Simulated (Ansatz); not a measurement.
# FH₂NS₂Si: how energies converge with the basis set

Aim: see how fast density functionals converge with the basis set for FH₂NS₂Si.

Computed with Ansatz 0.2.0, Gaussian basis. Level: one geometry, several basis sets.

Plan: PBE0-D4/def2-SVP; ωB97M-V/def2-SVP; PBE0-D4/def2-QZVPP; ωB97M-V/def2-QZVPP; the functionals' def2-TZVPP values are taken from earlier runs.

**1. Structure used throughout**

All runs share one geometry, relaxed beforehand with PBE0-D4 in a triple-zeta def2 set.

SMILES `N[Si]1(F)SS1`, 7 atoms, charge 0, spin multiplicity 1.

Atoms are counted from 1 here; the program's logs count them from 0.

Bond lengths: N1–Si2 1.674 Å, N1–H6 1.004 Å, N1–H7 1.005 Å, Si2–F3 1.584 Å, Si2–S4 2.079 Å, Si2–S5 2.079 Å, S4–S5 2.191 Å. Angles: Si2–N1–H6 123.2°, Si2–N1–H7 122.3°, H6–N1–H7 114.5°, N1–Si2–F3 105.1°, N1–Si2–S4 123.7°, N1–Si2–S5 123.8°, F3–Si2–S4 118.5°, F3–Si2–S5 118.4°, S4–Si2–S5 63.6°, Si2–S4–S5 58.2°, Si2–S5–S4 58.2°.

Geometry (Å):

```csv
atom,x (Å),y (Å),z (Å)
N1,0.5266,0.1689,1.0627
Si2,-0.1785,-0.3012,-0.3811
F3,-0.1930,-1.8841,-0.3365
S4,-1.7911,0.6802,-1.2516
S5,0.1822,0.6343,-2.2023
H6,0.6709,1.1298,1.3170
H7,0.8440,-0.4958,1.7462
```

**2. PBE0-D4 in def2-SVP**

The input, in.yaml:

```yaml
crystal:
  periodic: [false, false, false]
  atoms:
    - {symbol: N, position_ang: [0.526642, 0.168879, 1.062678]}
    - {symbol: Si, position_ang: [-0.178506, -0.301223, -0.381110]}
    - {symbol: F, position_ang: [-0.192970, -1.884102, -0.336542]}
    - {symbol: S, position_ang: [-1.791143, 0.680219, -1.251641]}
    - {symbol: S, position_ang: [0.182192, 0.634320, -2.202315]}
    - {symbol: H, position_ang: [0.670940, 1.129776, 1.317024]}
    - {symbol: H, position_ang: [0.844045, -0.495769, 1.746207]}
basis:
  gaussian: {orbitals: def2-SVP}
hamiltonian: {xc: pbe0, dispersion: d4}
output: {orbitals: {seedname: orbitals}}
```

On the command line:

```
$ ansatz run in.yaml --threads 2 --pin off --events-out ev --progress --plain --max-ram 4352MiB
```

Further steps of the session: ωB97M-V in def2-SVP; PBE0-D4 in def2-QZVPP; ωB97M-V in def2-QZVPP.

Q: Predict the results of all the runs planned. Wanted: PBE0-D4: double and triple zeta above quadruple; ωB97M-V: double and triple zeta above quadruple.

**Answer**, as computed:

| quantity | value |
| --- | --- |
| PBE0-D4: double and triple zeta above quadruple | 17.22, 1.17 eV |
| ωB97M-V: double and triple zeta above quadruple | 17.16, 1.10 eV |

In words: PBE0-D4 gains 16.05 eV from double to triple zeta, then 1.17 eV more. Total energies overstate the basis error of differences, where much of it tends to cancel. The LUMO of ωB97M-V is positive and keeps falling with the basis (0.59 to 0.05 eV): an unbound level that the basis holds in place.
